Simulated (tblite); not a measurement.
# ClGeH4NSi: the cost of one run

Programs: tblite 0.8.0 and PySCF 2.14.0. All values are calculated, for the isolated system unless a continuum is named. Atoms count from 0, parts from 1.

## 1. Starting point

8 atoms, charge 0, multiplicity 3; geometry: distance geometry start.

## 2. Relaxing the cluster with GFN2-xTB

Job settings and geometry (Å):

```
{"job": {"kind": "relax", "xc": "GFN2-xTB", "basis": "xTB"}, "charge": 0, "multiplicity": 3}
Ge     1.732281     0.678920    -0.830084
N      0.309759     0.842731     0.252640
Si    -1.032103    -0.243708     0.012010
Cl     2.905023    -1.055224    -0.193257
H      0.289777     1.531926     0.972925
H     -1.186662    -1.115365     1.199799
H     -2.261777     0.531891    -0.289472
H     -0.768678    -1.169020    -1.116282
```

Level: GFN2-xTB geometry optimisation, gas phase.

Launch:

```sh
$ OMP_NUM_THREADS=1 python cluster_run.py task.json out
```

This one command runs all jobs of the session in turn.

**Question.** How long does this first job take on 1 thread of Arm Neoverse N1, shared host?

About 3.2 s.
